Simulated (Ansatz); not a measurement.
# Cl3F2Nb: single point in a Gaussian basis from a Python script

Aim: a single point in a Gaussian basis, for Cl3F2Nb, run from a script. SMILES: [F][Nb]([F])([Cl])([Cl])[Cl].

All numbers are computed with Ansatz 0.2.0, driven from Python. Level of theory: B3LYP+D3(BJ)/def2-SVP.

## 1. The structure

Bond lengths: F1–Nb2 2.305 Å, Nb2–F3 2.199 Å, Nb2–Cl4 2.375 Å, Nb2–Cl5 2.778 Å, Nb2–Cl6 2.859 Å. Angles: F1–Nb2–F3 144.5°, F1–Nb2–Cl4 111.1°, F1–Nb2–Cl5 86.1°, F1–Nb2–Cl6 68.3°, F3–Nb2–Cl4 102.3°, F3–Nb2–Cl5 103.9°, F3–Nb2–Cl6 76.5°, Cl4–Nb2–Cl5 94.1°, Cl4–Nb2–Cl6 168.5°, Cl5–Nb2–Cl6 97.3°.

No structure file is read: the coordinates are typed or built in the script.

## 2. Script

File energy_cl3f2nb.py:

```python
"""Electronic structure of the Cl3F2Nb molecule."""

import ansatz
from ase import Atoms
import numpy as np
import pandas as pd

atoms = Atoms(["F", "Nb", "F", "Cl", "Cl", "Cl"], positions=[
    (-2.0775, 0.6328, -0.2203),
    (-0.0548, -0.4247, 0.102),
    (1.734, -0.5146, 1.3773),
    (-0.0219, -2.5469, -0.9632),
    (0.8056, 0.9439, -2.1571),
    (-0.3434, 1.8455, 1.8152),
])
geometry = ansatz.Crystal.molecule_from_ase(atoms)

calculation = (
    geometry.calculation()
    .basis(gaussian="def2-SVP")
    .functional("b3lyp", dispersion="d3bj")
    .forces()
)
trace = []
out = calculation.session().plan().execute(on_event=trace.append)
r = out.report
for event in trace:
    if event["event"] == "mean_field_evaluation" and event["data"]["evaluation"] <= 25:
        print("pass {evaluation:3d}  E = {energy_ev:.6f} eV  gradient {gradient_ev:.1e}".format(**event["data"]))

print("reference energy %16.6f eV" % r["reference_energy_ev"])
print("total energy     %16.6f eV" % r["free_energy_ev"])
print("occupied orbitals outside the frozen core (up, down):", r["n_occupied"], " frozen:", r["n_frozen"], " virtual:", r["n_virtual"])

symbols = [site.symbol for site in geometry.cartesian_sites]
forces = np.array(r["forces_ev_ang"])
print("largest force", round(float(np.linalg.norm(forces, axis=1).max()), 4), "eV/A, rms", round(float(np.sqrt((forces ** 2).mean())), 4))

charges = r["charge_distribution"]
table = pd.DataFrame({"atom": symbols, "mulliken": charges["mulliken_charges_e"], "lowdin": charges["lowdin_charges_e"]})
print(table.round(3).to_string())
print("dipole (e A):", np.round(charges["dipole_moment_e_ang"], 4) + 0.0)
```

## 3. Running it

The run is started by

```sh
python energy_cl3f2nb.py
```

Without the output at hand: what should come out? Wanted: total energy; largest force; dipole moment.

**Answer**, as computed:

| quantity | value |
| --- | --- |
| total energy | -44539.9795 eV |
| largest force | 5.967 eV/Å |
| dipole moment | 4.33 D |

Forces reach 5.97 eV/Å, so the atoms aren't at rest. Reading the output:
- The geometry is a force-field or estimated start, not a minimum of this method, and the basis set is short of its limit.
- def2 sets replace the cores of elements past krypton by effective core potentials.
- The Löwdin charges here are taken after orthogonalising the functions within each atom; they differ from plain Löwdin charges, and their signs can be unphysical.
- Total less reference energy is the dispersion correction.
- b3lyp holds the VWN-RPA fit, as in Gaussian; the form of ORCA and Turbomole is b3lyp5.
- Early passes use coarser integrals and grids, so their energies can't be compared with the last.
